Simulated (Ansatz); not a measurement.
# GdZnIn: the cost of one run

Computed with Ansatz 0.2.0 (DFT PBEsol, scalar-relativistic, plane waves, PAW, unless a step's input says otherwise).

## Step 1: The starting structure

It takes space group P6_3/mmc (No. 194, hexagonal). Conventional cell: a = 4.709 Å, b = 4.709 Å, c = 7.233 Å, α = 90.00°, β = 90.00°, γ = 120.00°. Gd (site symmetry -3m) has 6 In at 3.26 Å and 6 Zn at 3.26 Å and 2 Gd at 3.62 Å in its first shell of neighbours. Around In (site symmetry -6m2) lie 3 Zn at 2.72 Å and 6 Gd at 3.26 Å. Zn (site symmetry -6m2) is surrounded by 3 In at 2.72 Å and 6 Gd at 3.26 Å.

Structure file:

```
Gd In Zn
1.0
     4.70856    0.00000    0.00000
    -2.35428    4.07773    0.00000
     0.00000    0.00000    7.23260
Gd In Zn
2 2 2
Direct
  0.00000 0.00000 0.50000
  0.00000 0.00000 0.00000
  0.33333 0.66667 0.25000
  0.66667 0.33333 0.75000
  0.33333 0.66667 0.75000
  0.66667 0.33333 0.25000
```

Starting moments: Gd 7.00 μB.

## Step 2: The first run (PBEsol, 6×6×4 mesh)

The input, input.yaml:

```yaml
crystal:
  lattice:
    - [4.70856273, 0.0, 0.0]
    - [-2.35428136, 4.07773494, 0.0]
    - [0.0, 0.0, 7.23259743]
  atoms:
    - { symbol: Gd, position: [0.0, 0.0, 0.5], spin: 7.0 }
    - { symbol: Gd, position: [0.0, 0.0, 0.0], spin: 7.0 }
    - { symbol: In, position: [0.3333333333, 0.6666666667, 0.25] }
    - { symbol: In, position: [0.6666666667, 0.3333333333, 0.75] }
    - { symbol: Zn, position: [0.3333333333, 0.6666666667, 0.75] }
    - { symbol: Zn, position: [0.6666666667, 0.3333333333, 0.25] }
basis:
  ecutwfc: 420
kpoints:
  mp_grid: { grid: [6, 6, 4] }
hamiltonian:
  xc: pbesol
scf:
  occupations: { method: gaussian, width: 0.1 }
  lower_state_search: "off"
output:
  forces: true
  stress: true
  eigenvalues: true
  populations: true
  hubbard: { sites: [{ species: Gd, l: f }] }
magnetization:
  spin_polarized: true
```

Run with:

```
ansatz run input.yaml --threads 8 --pin off --max-ram 14336MiB --backend cpu --events-out ev --progress --plain --runs-dir out
```

**Question.** How long does this run take on 8 threads of Intel Xeon 6975P-C (Granite Rapids), shared host, and how much memory does it need?

About 3.1 s, with a peak of 0.92 GiB.
